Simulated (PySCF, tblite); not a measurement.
**C₆H₄FSe radical: geometry, infrared bands and EPR parameters**

Aim: predict the infrared bands and EPR parameters of C₆H₄FSe radical (`Fc1[c]c([SeH])ccc1`).

Programs: tblite 0.8.0 and PySCF 2.14.0, with density-fitted response routines of our own. Each step states its level of theory. These are calculated values for one molecule in the gas phase, unless marked as measured. Atoms count from 0, in the outputs and in this text.

## (1) Starting geometry

12 atoms, charge 0, multiplicity 2; geometry from: force field or distance geometry start.

Bonds of the start (Å): F0–C1 1.34, C1–C2 1.41, C2–C3 1.38, C3–Se4 1.91, C3–C5 1.41, C5–C6 1.39, C6–C7 1.40, C7–C1 1.40, Se4–H8 1.53, C5–H9 1.08, C6–H10 1.09, C7–H11 1.09.

## (2) Geometry optimisation with GFN2-xTB

Job settings and geometry (Å):

```
{"job": {"kind": "relax", "xc": "GFN2-xTB", "basis": "xTB"}, "charge": 0, "multiplicity": 2}
F     -2.127100     2.120700    -0.024000
C     -1.226900     1.128200    -0.072700
C      0.139900     1.420700    -0.244100
C      1.077000     0.404300    -0.298000
Se     2.928300     0.820800    -0.534600
C      0.666200    -0.935900    -0.149100
C     -0.681900    -1.233400     0.034500
C     -1.623200    -0.202600     0.084300
H      3.132900     0.925000     0.979000
H      1.396500    -1.735500    -0.173400
H     -1.000400    -2.267900     0.147300
H     -2.680100    -0.445000     0.224700
```

Started as:

```bash
$ OMP_NUM_THREADS=1 python probes_run.py task.json out
```

The driver reads the jobs from task.json and runs them one after another.

Log:

```text
step      E/eV     max force
  0    -616.64887    1.978
  1    -616.74671    0.732
  2    -616.78272    0.526
  3    -616.79355    0.195
  4    -616.79532    0.117
  5    -616.79664    0.101
  6    -616.79765    0.085
  7    -616.79827    0.070
  8    -616.79858    0.057
  9    -616.79886    0.055
 10    -616.79915    0.043
 11    -616.79939    0.043
 12    -616.79959    0.038
 13    -616.79976    0.037
 14    -616.79989    0.035
 15    -616.80001    0.036
 16    -616.80015    0.032
 17    -616.80034    0.044
 18    -616.80055    0.039
 19    -616.80070    0.029
 20    -616.80078    0.024
 21    -616.80085    0.030
 22    -616.80091    0.023
 23    -616.80097    0.023
 24    -616.80103    0.019
 25    -616.80108    0.033
 26    -616.80116    0.040
 27    -616.80125    0.027
 28    -616.80132    0.023
 29    -616.80137    0.018
 30    -616.80141    0.027
 31    -616.80147    0.026
 32    -616.80152    0.021
 33    -616.80156    0.020
 34    -616.80162    0.022
 35    -616.80168    0.033
 36    -616.80176    0.031
 37    -616.80185    0.027
 38    -616.80194    0.023
 39    -616.80204    0.031
 40    -616.80220    0.043
 41    -616.80245    0.044
 42    -616.80278    0.046
 43    -616.80317    0.066
 44    -616.80382    0.100
 45    -616.80517    0.190
 46    -616.80537    0.334
 47    -616.80345    0.577
 48    -616.81198    0.171
 49    -616.81573    0.177
 50    -616.82442    0.610
 51    -616.83265    0.149
 52    -616.84105    0.163
 53    -616.84583    0.791
 54    -616.85949    0.213
 55    -616.86697    0.230
 56    -616.87833    0.654
 57    -616.89082    0.247
 58    -616.90237    0.253
 59    -616.91233    0.444
 60    -616.91881    0.148
 61    -616.92135    0.153
 62    -616.92557    0.216
 63    -616.92792    0.134
 64    -616.93029    0.099
 65    -616.93153    0.099
 66    -616.93325    0.099
 67    -616.93447    0.100
 68    -616.93601    0.094
 69    -616.93767    0.106
 70    -616.93930    0.096
 71    -616.94052    0.115
 72    -616.94154    0.087
 73    -616.94224    0.053
 74    -616.94265    0.037
 75    -616.94291    0.032
 76    -616.94308    0.032
 77    -616.94322    0.025
 78    -616.94333    0.020
 79    -616.94339    0.016
 80    -616.94342    0.013
 81    -616.94344    0.012
 82    -616.94347    0.011
 83    -616.94349    0.010
 84    -616.94351    0.009
```

Run time: 0.55 s. Hardware: 1 thread of Arm Neoverse V1, shared host.

Along the way: (not every step is listed)

```
step  energy from step 0 (eV)  largest force (eV/Å)
   0                   0.0000                1.9778
   1                  -0.0978                0.7316
   2                  -0.1339                0.5262
   3                  -0.1447                0.1950
   4                  -0.1464                0.1170
   5                  -0.1478                0.1008
   6                  -0.1488                0.0849
   7                  -0.1494                0.0700
   8                  -0.1497                0.0571
  15                  -0.1511                0.0357
  22                  -0.1520                0.0228
  29                  -0.1525                0.0178
  36                  -0.1529                0.0314
  43                  -0.1543                0.0659
  50                  -0.1756                0.6100
  57                  -0.2419                0.2474
  64                  -0.2814                0.0988
  71                  -0.2917                0.1146
  78                  -0.2945                0.0200
  79                  -0.2945                0.0159
  80                  -0.2945                0.0134
  81                  -0.2946                0.0122
  82                  -0.2946                0.0109
  83                  -0.2946                0.0104
  84                  -0.2946                0.0090
```

Close pairs (by a distance rule), those that changed most:

```
  bond  before (Å)  after (Å)  change (Å)
Se4–H8       1.531      1.444      -0.087
 C1–C2       1.408      1.362      -0.046
 C2–C3       1.384      1.358      -0.025
C7–H11       1.093      1.079      -0.014
 C6–C7       1.397      1.383      -0.014
 C3–C5       1.410      1.396      -0.013
 C5–C6       1.393      1.382      -0.011
C6–H10       1.088      1.080      -0.008
```

The end geometry stands in the next job.

## (3) Vibrational analysis with GFN2-xTB

Job settings and geometry (Å):

```
{"job": {"kind": "ir", "xc": "GFN2-xTB", "basis": "xTB"}, "charge": 0, "multiplicity": 2}
F     -1.921517     2.140854     0.189869
C     -1.083873     1.096374     0.096445
C      0.270240     1.240447     0.088370
C      1.131380     0.193978    -0.004234
Se     3.027122     0.486432    -0.010388
C      0.614540    -1.099829    -0.095186
C     -0.756824    -1.271211    -0.087815
C     -1.615070    -0.190686     0.005094
H      2.897378     1.919827     0.105091
H      1.291194    -1.940212    -0.168964
H     -1.165793    -2.268466    -0.154922
H     -2.687578    -0.308193     0.010613
```

Log:

```text
mode    cm-1     km/mol
  1     144.2      0.02
  2     155.1      2.90
  3     194.0     14.14
  4     213.5      4.97
  5     273.3      0.30
  6     389.3      0.98
  7     426.8      1.01
  8     472.3      0.79
  9     495.8      4.11
 10     584.3      3.72
 11     629.2     11.04
 12     719.0     29.28
 13     779.7     43.53
 14     819.6     59.23
 15     830.7      0.22
 16     892.6      0.04
 17     955.4     45.78
 18    1093.9      2.66
 19    1123.0      7.86
 20    1158.7      0.84
 21    1221.4     97.71
 22    1289.4     14.81
 23    1386.6     13.47
 24    1424.6     92.16
 25    1504.9     16.07
 26    1601.5     95.83
 27    2072.1    307.47
 28    3058.4      9.27
 29    3084.9      7.19
 30    3098.2      4.06
```

It took 0.38 s on 1 thread of Arm Neoverse V1, shared host.

Which atoms move in the most intense modes:

```
cm⁻¹  km/mol                                atoms
 719    29.3                              H8 93 %
 780    43.5          H9 31 %, H11 30 %, H10 22 %
 820    59.2   C3 30 %, F0 21 %, C6 20 %, C5 12 %
 955    45.8            C2 34 %, C7 33 %, C5 13 %
1221    97.7           C1 41 %, H10 16 %, F0 10 %
1425    92.2  C6 32 %, C1 20 %, C2 13 %, H10 11 %
1602    95.8   C2 33 %, C6 20 %, C1 16 %, C7 13 %
2072   307.5                              H8 99 %
```

## (4) g tensor and hyperfine couplings: B3LYP/def2-TZVP-core+pcH-1

Same as in step 3 but for these lines:

```diff
@@ -1,2 +1,2 @@
-{"job": {"kind": "ir", "xc": "GFN2-xTB", "basis": "xTB"}, "charge": 0, "multiplicity": 2}
+{"job": {"kind": "epr", "basis": "pcH-1"}, "charge": 0, "multiplicity": 2}
 F     -1.921517     2.140854     0.189869
```

With the program's defaults for keys left out, this is: UKS B3LYP, def2-TZVP-core on Se, pcH-1 on C F H, non-relativistic, mean-field spin-orbit, GIAO.

Log:

```text
UKS, coarse grid
  cycle   1  E = -2732.32569423  |g| = 1.49e+00
  cycle   2  E = -2732.28260645  |g| = 7.58e-01
  cycle   3  E = -2732.32476881  |g| = 4.90e-01
  cycle   4  E = -2732.40330693  |g| = 1.32e-01
  cycle   5  E = -2732.41150126  |g| = 3.05e-02
  cycle   6  E = -2732.41195831  |g| = 8.85e-03
  cycle   7  E = -2732.41199473  |g| = 4.11e-03
  cycle   8  E = -2732.41200415  |g| = 1.57e-03
  cycle   9  E = -2732.41201023  |g| = 1.05e-03
  cycle  10  E = -2732.41201100  |g| = 5.55e-04
UKS, final grid
  cycle   1  E = -2732.41202696  |g| = 6.62e-04
  cycle   2  E = -2732.41202657  |g| = 1.21e-03
  cycle   3  E = -2732.41202737  |g| = 1.77e-04
  cycle   4  E = -2732.41202743  |g| = 1.45e-04
  cycle   5  E = -2732.41202749  |g| = 5.81e-05
  cycle   6  E = -2732.41202749  |g| = 2.75e-05
E = -2732.41202749 Eh   <S^2> = 0.7574 (exact 0.7500)
g shifts (ppm)      1          2          3
  rmc          -169       -169       -169
  gc             15         20         20
  oz_so      -11839      -4414       9206
  total      -11992      -4554       9066
hyperfine (MHz)  atom isotope    a_iso     a_fc   dipolar eigenvalues
    0   19F      55.40      55.31    -39.58    -13.63     53.21
    1   13C     -12.79     -12.79    -16.24     -6.26     22.50
    2   13C     412.43     412.83    -77.48    -60.13    137.61
    3   13C      -5.25      -4.91    -12.50     -2.64     15.14
    4  77Se     -18.85     -21.81    -35.26    -28.44     63.70
    5   13C      36.29      36.34     -5.81     -1.94      7.75
    6   13C      -3.55      -3.56     -5.98      2.15      3.83
    7   13C      25.17      25.12     -5.24     -1.17      6.41
    8    1H      -1.16      -1.21     -5.54     -2.57      8.11
    9    1H      13.99      14.00     -2.96     -1.95      4.92
   10    1H       3.60       3.59     -1.55      0.28      1.27
   11    1H      26.84      26.84     -2.77     -1.97      4.75
```

Run time: 3.7 min. Hardware: 1 thread of Arm Neoverse V1, shared host; peak memory 1.3 GiB.

Principal g values 1.99033, 1.99777, 2.01138; g(iso) = 1.99983, against 2.00232 for a free electron.

Hyperfine couplings, nucleus by nucleus at this fixed geometry (no averaging over rotations):

```
nuclei  isotope  a(iso) (MHz)  a(iso) (G, at g = 2.0023)  largest dipolar term (MHz)
    C2      13C         412.4                      147.2                       137.6
    F0      19F          55.4                       19.8                        53.2
    C5      13C          36.3                       12.9                         7.8
   H11       1H          26.8                        9.6                         4.7
    C7      13C          25.2                        9.0                         6.4
   Se4     77Se         -18.8                       -6.7                        63.7
    H9       1H          14.0                        5.0                         4.9
    C1      13C         -12.8                       -4.6                        22.5
    C3      13C          -5.2                       -1.9                        15.1
   H10       1H           3.6                        1.3                        -1.6
    C6      13C          -3.5                       -1.3                        -6.0
    H8       1H          -1.2                       -0.4                         8.1
```

Mulliken spin populations:

```
atom  value (e)
  F0       0.01
  C1      -0.04
  C2       1.00
  C3      -0.09
 Se4       0.05
  C5       0.06
  C6      -0.04
  C7       0.05
  H8       0.00
  H9       0.01
 H10       0.00
 H11       0.01
```

In first order the couplings over 0.8 MHz of 19F, 1H give 32 distinct lines over 36.0 G.

Orbitals, density, ELF and potential are computed afterwards from the orbital file.

ELF in a plane through or near 12 of the atoms.

Ten even steps from '0' (0.00) to '9' (1.00):
```
0000000000000000000000000000
0000000000000000000000000000
0000000000000000000000000000
0000000000000014542000000000
0000000000231027877410000000
0000266101686116558610000000
0001899701898644875200000000
0002999930672485241024200000
0001599831582464976999810000
0001433237436302483999910000
0003527628265303855899700000
0015752235587374164000000000
0004788630152386388400000000
0001355300699833899950000000
0000011001999920899960000000
0000000001899800289710000000
0000000000044100000000000000
0000000000000000000000000000
0000000000000000000000000000
0000000000000000000000000000
```
The map spans 11.8 Å across and 10.3 Å up, centred on the molecule. Atoms in the plane (x, y in Å): F0 (1.3, 2.6), C1 (0.8, 1.3), C2 (-0.6, 1.1), C3 (-1.1, -0.1), Se4 (-3.1, -0.3), C5 (-0.3, -1.2), C6 (1.0, -1.1), C7 (1.6, 0.2), H8 (-3.3, 1.2), H9 (-0.8, -2.2), H10 (1.7, -1.9), H11 (2.7, 0.4).

log10 of the density (e/Å³) in the same plane.

Ten even steps from '0' (-4.0) to '9' (2.3):
```
0000000000000000000000000000
0000000000000000010000000000
0000000000000012232100000000
0000000000111234554320000000
0000111112233346776431000000
0001233323344456786532000000
0012344433455556665432100000
0123456544568668765443210000
0123566655567666666654321000
0134567766676555687665321000
1234569966696555666654320000
1234567765666666765443210000
1123455554566766765432100000
1112334433566655666432100000
0011223223466544555432000000
0000111112344433333321000000
0000000001222221121100000000
0000000000011000000000000000
0000000000000000000000000000
0000000000000000000000000000
```
The map spans 11.8 Å across and 10.3 Å up, centred on the molecule. Atoms in the plane (x, y in Å): F0 (1.3, 2.6), C1 (0.8, 1.3), C2 (-0.6, 1.1), C3 (-1.1, -0.1), Se4 (-3.1, -0.3), C5 (-0.3, -1.2), C6 (1.0, -1.1), C7 (1.6, 0.2), H8 (-3.3, 1.2), H9 (-0.8, -2.2), H10 (1.7, -1.9), H11 (2.7, 0.4).

On the surface of density 0.002 e/bohr³ the electrostatic potential runs, from the 1st to the 99th percentile, from -0.71 V near F0 to 1.20 V near H9.

The spin density lies nearest to C2 72 %.

## (5) Outcome

```
                                 quantity                  value
strongest single infrared mode (GFN2-xTB)  2072 cm⁻¹, 307 km/mol
             zero-point energy (GFN2-xTB)          45.9 kcal/mol
                           g(iso) (B3LYP)                1.99983
                                     ⟨S²⟩     0.757 (exact 0.75)
                           largest a(iso)   13C on C2, 412.4 MHz
    surface potential, 1st and 99th percentile     -0.71 V and 1.20 V
```

What this shows: Over 84 steps the energy fell by 0.295 eV; of the close pairs, Se4–H8 changed most, 1.531 to 1.444 Å. No mode is imaginary among the 30: a minimum at this level. The strongest single mode, at 2072 cm⁻¹, moves mainly H8. Unscaled tight-binding wavenumbers are off by several per cent, some by more. Its intensities can rank the bands wrongly. Most of the unpaired spin sits on C2 (1.00 e). The isotropic g lies 2.5 ppt below the free-electron value. The hyperfine terms hold no scalar relativity, which the heavier nuclei need.
